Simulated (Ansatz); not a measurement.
## Ca on several prototypes: a ranking of structure types by relaxed energy, step by step

Computed with Ansatz 0.2.0 through its Python package.

The cells in order, each with its output:

```python
from dataclasses import dataclass
import warnings

import ansatz as az
import numpy as np
import spglib
from tabulate import tabulate


@dataclass(frozen=True)
class Settings:
    cutoff: int = 420
    beta: float = 0.6
    scf_tol: float = 1e-07
    kspacing: float = 0.39
    filling: str = "fermi_dirac"
    sigma: float = 0.1
```

```python
settings = Settings()
```

```python
def fcc(first, a):
    return (
        az.Lattice.fcc(a)
        .space_group(225)
        .atom(first, (0, 0, 0))
        .primitive()
    )
```

```python
def diamond(A, a):
    return az.Crystal.diamond(A, a=a)


def sc(a_site, a):
    return (
        az.Lattice.cubic(a)
        .space_group(221)
        .atom(a_site, (0, 0, 0))
    )
```

```python
def solve(name, crystal, relax=True):
    calc = (
        crystal.calculation()
        .functional(az.Functional.LDA)
        .basis(settings.cutoff)  # cutoff of the orbital basis
        .mixing("anderson", ndim=4, beta=settings.beta)
        .scf(tolerance=settings.scf_tol)
        .kpoints(spacing=settings.kspacing)
        .occupations(settings.filling, width=settings.sigma)
        .stress()
        .band_table()
    )
    if relax:
        calc = calc.relax(force_tolerance=0.01, cell=True)
    return calc.run(threads=1, pin="off")
```

```python
def bulk_modulus(name, outcome, step=0.02):
    # B = -V dP/dV from the pressures of two uniformly scaled cells, atoms held at their fractions
    pressure = []
    for factor in (1 - step, 1.0, 1 + step):
        cell = az.Crystal(lattice=az.Lattice.of(outcome.lattice.cell_ang * factor ** (1 / 3)))
        for site in outcome.report["lattice"]["sites"]:
            cell = cell.atom(site["symbol"], site["position_frac"])
        pressure.append(np.trace(solve(name, cell, relax=False).report["stress_gpa"]) / 3)
    slope, bend = (pressure[0] - pressure[2]) / (2 * step), abs(pressure[0] + pressure[2] - 2 * pressure[1])
    # a jump of mesh or basis between the cells shows as a kink: no modulus then
    return float(slope) if bend < 12 * step**2 * abs(slope) + 0.15 and abs(pressure[1]) < 1.5 else float("nan")

def relaxed_twice(name, crystal):
    # the second pass draws mesh and plane waves anew for the relaxed cell
    first = solve(name, crystal)
    again = az.Crystal(lattice=az.Lattice.of(first.lattice.cell_ang))
    for site in first.report["lattice"]["sites"]:
        again = again.atom(site["symbol"], site["position_frac"])
    return solve(name, again)


def space_group(outcome):
    sites = outcome.report["lattice"]["sites"]
    kinds = sorted({site["symbol"] for site in sites})
    cell = (outcome.lattice.cell_ang, [site["position_frac"] for site in sites], [kinds.index(site["symbol"]) for site in sites])
    return spglib.get_spacegroup(cell, symprec=0.01)


def volume_per_atom(outcome):
    return abs(np.linalg.det(outcome.lattice.cell_ang)) / len(outcome.lattice.sites)


def pressure_gpa(outcome):
    return float(np.trace(outcome.report["stress_gpa"]) / 3)
```

```python
# starting lattice constants are rough guesses; the relaxation finds the rest
warnings.simplefilter("ignore", az.DeckWarning)
```

```python
phases = {}
phases["fcc"] = fcc("Ca", 5.59)
phases["diamond"] = diamond("Ca", 7.68)
phases["sc"] = sc("Ca", 3.63)

done = {}
for name, crystal in phases.items():
    try:
        done[name] = relaxed_twice(name, crystal)
    except az.NonConvergedError as error:
        print(name, "did not converge:", str(error)[:120])

energy = {name: o.report["energy_sigma0_ev"] / len(o.lattice.sites) for name, o in done.items()}
lowest = min(energy.values())
rows = [(name, len(o.lattice.sites), 1000 * (energy[name] - lowest), space_group(o), volume_per_atom(o), pressure_gpa(o), bulk_modulus(name, o)) for name, o in done.items()]
rows.sort(key=lambda row: row[2])
print(tabulate(rows, headers=["phase", "atoms", "dE (meV/atom)", "space group", "V (A^3/atom)", "P (GPa)", "B (GPa)"], floatfmt=".4f", tablefmt="rst"))
print("lowest in energy:", rows[0][0])
```

    =======  =======  ===============  =============  ==============  =========  =========
    phase      atoms    dE (meV/atom)  space group      V (A^3/atom)    P (GPa)    B (GPa)
    =======  =======  ===============  =============  ==============  =========  =========
    fcc            1           0.0000  Fm-3m (225)           38.0353     0.0268    19.5540
    sc             1         353.6787  Pm-3m (221)           37.5614     0.0067    12.8248
    diamond        2        1119.5637  Fd-3m (227)           69.3295     0.0215     4.3246
    =======  =======  ===============  =============  ==============  =========  =========
    lowest in energy: fcc

Notes:
- These settings explore the input space; cutoff and mesh may be short of convergence.
- For the metals among these phases the mesh is modest: differences between phases can be off by up to 40 meV an atom.
- The program warned that this SCF threshold is loose for forces or stresses.
- Pressure is positive in compression.
- The cells are built on prototypes, so most aren't the phase found in nature. Rows bear the name of their start, and a relaxation keeps or raises the symmetry. Differences under about 40 meV an atom lie within the error of mesh and functional.
- The script silences the warnings on its input, which a real study should read.
- Finished in 20 s on 1 thread of Arm Neoverse V2, with other jobs on the host, peak memory 0.39 GiB.
